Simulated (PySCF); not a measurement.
# TiNBr: structure of the singlet

The task is one start of a wider search on TiNBr: the singlet, built as bent. It is relaxed, tested by its Hessian and followed downhill if it is a saddle.

Computed with PySCF 2.14.0. Level: PBE0, basis Ti def2-TZVP, N def2-TZVP, Br def2-TZVP, no relativity, density fitting.

## (1) The starting structure

3 atoms, charge 0, spin multiplicity 1.

Bond lengths: Ti1–N2 1.770 Å, Ti1–Br3 2.500 Å. Angles: N2–Ti1–Br3 110.0°.

```xyz
3
charge 0 multiplicity 1
Ti   -1.0032    0.0000   -0.9042
N    -2.4531    0.0000    0.1110
Br    1.0447    0.0000    0.5297
```

## (2) Relaxation: bent start, singlet

One driver script runs all steps and calls PySCF; scf.py shows how it sets up the SCF of each step. The optimiser is the driver's own. Before each start the driver seeks the lowest SCF state from one or more starting densities and follows internal instabilities, so scf.py alone need not reach the same state.

The program finds Cs symmetry in the start, which this walk keeps.

scf.py reads:

```python
from pyscf import gto, scf, dft
mol = gto.M(atom='''
Ti    -1.003155     0.000000    -0.904220
N     -2.453055     0.000000     0.110980
Br     1.044745     0.000000     0.529680''',
    basis={'Ti': 'def2-TZVP', 'N': 'def2-TZVP', 'Br': 'def2-TZVP'},
    charge=0, spin=0)
mf = dft.RKS(mol, xc='PBE0')
mf.grids.atom_grid = (50, 194)
aux = {'Ti': 'def2-universal-JKFIT', 'N': 'def2-universal-JKFIT', 'Br': 'def2-universal-JKFIT'}
mf = mf.density_fit(auxbasis=aux)
mf.kernel()
```

Further steps of the session: Frequencies.

**Question.** What will these runs give? Wanted: minimum; geometry; wavenumbers; dipole moment; highest occupied, lowest empty level; polar-tensor charge of Ti1; zero-point energy; atomisation energy.

As calculated:

| quantity | value |
| --- | --- |
| minimum | singlet, Cs |
| geometry | Ti–Br 2.431 Å, Ti–N 1.543 Å; Br–Ti–N 119.3° |
| wavenumbers (cm⁻¹) | 160 (a'), 322 (a'), 1172 (a') |
| dipole moment | 5.79 D |
| highest occupied, lowest empty level | -7.13, -2.67 eV |
| polar-tensor charge of Ti1 | +1.55 e |
| zero-point energy | 9.9 kJ/mol |
| entropy at 298.15 K | 293.1 J/(mol K) |
| atomisation energy (no zero-point energy) | 880 kJ/mol |

In words: The molecule stays Cs, as typed, and the end point is a minimum. In the infrared the band at 1172 cm⁻¹ (a', stretch) leads. With 5.8 D the molecule is strongly polar. Only this shape and spin were tried, so other structures or states may lie lower.
